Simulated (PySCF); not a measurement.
# Tb(NH2)3: other functionals and bases at one geometry

How far do other levels of theory move the description of Tb(NH2)3, and what does each cost? The species was built from a template and needn't be a known compound.

Program: PySCF 2.14.0. Level of theory: several levels, as the steps say, no spin–orbit coupling. These are calculated values, not measurements.

1 further run of the same task is left out (for a known fault of the program).

### 1 Starting geometry

10 atoms, charge 0, spin multiplicity 1.

Bond lengths: Tb1–N2 2.186 Å, Tb1–N5 2.186 Å, Tb1–N8 2.186 Å, N2–H3 1.021 Å, N2–H4 1.021 Å, N5–H6 1.021 Å, N5–H7 1.021 Å, N8–H9 1.021 Å, N8–H10 1.021 Å. Angles: N2–Tb1–N5 119.8°, N2–Tb1–N8 119.6°, N5–Tb1–N8 120.3°, Tb1–N2–H3 127.6°, Tb1–N2–H4 127.3°, H3–N2–H4 105.1°, Tb1–N5–H6 127.1°, Tb1–N5–H7 127.8°, H6–N5–H7 105.1°, Tb1–N8–H9 128.1°, Tb1–N8–H10 126.7°, H9–N8–H10 105.2°.

Geometry (Å):

```mol
H6N3Tb
  3D, bonds by distance, orders not assigned

 10  9  0  0  0  0  0  0  0  0999 V2000
   -0.0062    0.0113   -0.0844 Tb  0  0
    2.1782    0.0017    0.0058 N   0  0
    2.8003    0.8013    0.1335 H   0  0
    2.7963   -0.8094   -0.0478 H   0  0
   -1.0970    1.8863    0.1902 N   0  0
   -0.6980    2.8158    0.3289 H   0  0
   -2.1076    2.0215    0.2363 H   0  0
   -1.0887   -1.8811   -0.2384 N   0  0
   -2.0979   -2.0343   -0.2081 H   0  0
   -0.6794   -2.8132   -0.3160 H   0  0
  1  2  8  0
  1  5  8  0
  1  8  8  0
  2  3  8  0
  2  4  8  0
  5  6  8  0
  5  7  8  0
  8  9  8  0
  8 10  8  0
M  END
```

Formal oxidation states: Tb +3. Each metal's 8 4f electrons lie in its core potential, so multiplicities, spins and levels count the valence alone. An earlier session relaxed this geometry at PBE0, Tb lcecp-1-SVP with ECP54, N def2-SVP, H def2-SVP (singlet, point group C3v).

At PBE0 on the finer grid: E = -204.120789 Eh, HOMO -6.03 eV, LUMO -1.09 eV, Mulliken charge on Tb1 +0.92 e, largest force component 0.020 eV/Å. 

Levels to run: wB97X; HF; PBE0, TZVP. Hardware: 2 threads of Arm Neoverse V2, shared host.

### 2 wB97X

Contents of run.py (the lines that set the calculation):

```python
mol = gto.M(atom='''
Tb    -0.00623     0.01132    -0.08440
N      2.17819     0.00168     0.00583
H      2.80026     0.80127     0.13353
H      2.79632    -0.80936    -0.04785
N     -1.09702     1.88629     0.19020
H     -0.69798     2.81582     0.32893
H     -2.10764     2.02154     0.23628
N     -1.08867    -1.88105    -0.23835
H     -2.09786    -2.03433    -0.20811
H     -0.67937    -2.81318    -0.31605''',
    basis={'Tb': 'lcecp-1-SVP', 'N': 'def2-SVP', 'H': 'def2-SVP'},
    ecp={'Tb': 'lcecp-1-SVP'},
    charge=0, spin=0)
mf = dft.RKS(mol, xc='WB97X')
mf.grids.atom_grid = (75, 302)  # f atoms: unpruned, at least (60, 302)
mf = mf.density_fit()  # fitting sets: Tb AutoAux, N def2-universal-JKFIT, H def2-universal-JKFIT
mf.conv_tol = 1e-08; mf.max_cycle = 55
mf.kernel(dm0)  # dm0: the density of the relaxed state
```

The run is started by

```bash
> OMP_NUM_THREADS=2 python run.py
```

### 3 HF

Changes to run.py (the lines that set the calculation) since step 2:

```diff
@@ -14,4 +14,3 @@
     charge=0, spin=0)
-mf = dft.RKS(mol, xc='WB97X')
-mf.grids.atom_grid = (75, 302)  # f atoms: unpruned, at least (60, 302)
+mf = scf.RHF(mol)
 mf = mf.density_fit()  # fitting sets: Tb AutoAux, N def2-universal-JKFIT, H def2-universal-JKFIT
```

### 4 PBE0, TZVP

Basis: Tb lcecp-1-TZVP with ECP54, N def2-TZVP, H def2-TZVP. 

Changes to run.py (the lines that set the calculation) since step 3:

```diff
@@ -11,8 +11,9 @@
 H     -0.67937    -2.81318    -0.31605''',
-    basis={'Tb': 'lcecp-1-SVP', 'N': 'def2-SVP', 'H': 'def2-SVP'},
-    ecp={'Tb': 'lcecp-1-SVP'},
+    basis={'Tb': 'lcecp-1-TZVP', 'N': 'def2-TZVP', 'H': 'def2-TZVP'},
+    ecp={'Tb': 'lcecp-1-TZVP'},
     charge=0, spin=0)
-mf = scf.RHF(mol)
+mf = dft.RKS(mol, xc='PBE0')
+mf.grids.atom_grid = (75, 302)  # f atoms: unpruned, at least (60, 302)
 mf = mf.density_fit()  # fitting sets: Tb AutoAux, N def2-universal-JKFIT, H def2-universal-JKFIT
 mf.conv_tol = 1e-08; mf.max_cycle = 55
-mf.kernel(dm0)  # dm0: the density of the relaxed state
+mf.kernel(dm0)  # dm0: free metal ions and neutral atoms
```

Q: Predict the outcome of this session. Wanted: for each run, HOMO; gap; charge on Tb1; dipole; largest force.

As calculated:

| level | state | HOMO (eV) | gap (eV) | charge on Tb1 (e) | dipole (D) | largest force (eV/Å) | basis functions | time |
| --- | --- | --- | --- | --- | --- | --- | --- | --- |
| PBE0 (relaxed here) | singlet | -6.03 | 4.94 | 0.92 | 0.22 | 0.02 | 105 | 17 s |
| wB97X | singlet | -8.50 | 8.99 | 0.94 | 0.24 | 0.15 | 105 | 6.8 s |
| HF | singlet | -9.36 | 10.35 | 1.37 | 0.27 | 1.22 | 105 | 2.4 s |
| PBE0, TZVP | singlet | -6.21 | 5.04 | 1.56 | 0.25 | 0.47 | 176 | 13 s |

Times are on 2 threads of Arm Neoverse V2, shared host; the first row also made further properties.

In one basis the HOMO–LUMO gap runs from 4.94 eV (PBE0) to 10.35 eV (HF). The largest leftover force, 1.22 eV/Å with HF, stands at a geometry relaxed at another level. The Mulliken charge on Tb spans +0.92 to +1.56 e over the levels. With 4f in the core, its levels are missing from HOMO and gap. Total energies of different levels can't be compared. Spin–orbit coupling is left out throughout.
